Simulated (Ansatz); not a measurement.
**SbH2 radical (SMILES [SbH2]): one structure at several levels**

An exercise on one series of results from a longer session: the logs are not shown, and one member is left open.

Program: Ansatz 0.2.0, Gaussian basis. Level of theory: single points in def2-TZVPP. These are calculated values, not measurements.

Correlated methods freeze the cores. Filled d shells of the heavier atoms are correlated. Core potentials replace the inner electrons past krypton, and spin-orbit coupling is left out. Orbitals are unrestricted.

## Where the work starts

SMILES `[SbH2]`, 3 atoms, charge 0, spin multiplicity 2.

Atoms are counted from 1 here; the program's logs count them from 0.

Bond lengths: Sb1–H2 1.690 Å, Sb1–H3 1.921 Å. Angles: H2–Sb1–H3 88.9°.

Geometry (Å):

```xyz
3
H2Sb
Sb    0.78430   -0.40270    0.44440
H     0.16960    1.16430    0.29270
H    -0.65720   -1.03660   -0.65520
```

Set-up of the first run:

Input file run/in.yaml:

```yaml
crystal:
  periodic: [false, false, false]
  atoms:
    - {symbol: Sb, position_ang: [0.784300, -0.402700, 0.444400]}
    - {symbol: H, position_ang: [0.169600, 1.164300, 0.292700]}
    - {symbol: H, position_ang: [-0.657200, -1.036600, -0.655200]}
basis:
  gaussian: {orbitals: def2-TZVPP}
magnetization: {spin_polarized: true, initial_magnetization: 1}
correlation: {method: ccsd_t}
scf: {omitted_lower_state_checks: [cluster_reference]}
output: {forces: true}
```

Run with:

```sh
> ansatz run in.yaml --threads 4 --pin off --events-out ev --progress --plain --max-ram 5222MiB
```

Steps of the session up to this table: CCSD(T)/def2-TZVPP; PBE0-D4/def2-TZVPP; wB97M-V/def2-TZVPP; r2SCAN-D4/def2-TZVPP; PBE-D4/def2-TZVPP; CAM-B3LYP-D4/def2-TZVPP; SPW92/def2-TZVPP.

One of the session's tables, all rows but one given; the rest of the session is left out.

| method | RMS force component (eV/Å) | angle to CCSD(T) forces (°) | dipole (D) |
| --- | --- | --- | --- |
| CCSD(T) | 0.933 | reference | 0.60 |
| PBE0-D4 | 0.925 | 4.3 | 0.64 |
| wB97M-V | ? | ? | ? |
| r2SCAN-D4 | 0.905 | 4.8 | 0.64 |
| PBE-D4 | 0.831 | 13.1 | 0.66 |
| CAM-B3LYP-D4 | 0.962 | 1.3 | 0.72 |
| SPW92 | 0.860 | 8.8 | 0.52 |

Q: Estimate the row for wB97M-V from the others.

**Answer.** RMS force component (eV/Å): 0.984; angle to CCSD(T) forces (°): 0.5; dipole (D): 0.72. In the column «RMS force component (eV/Å)» it is the highest.
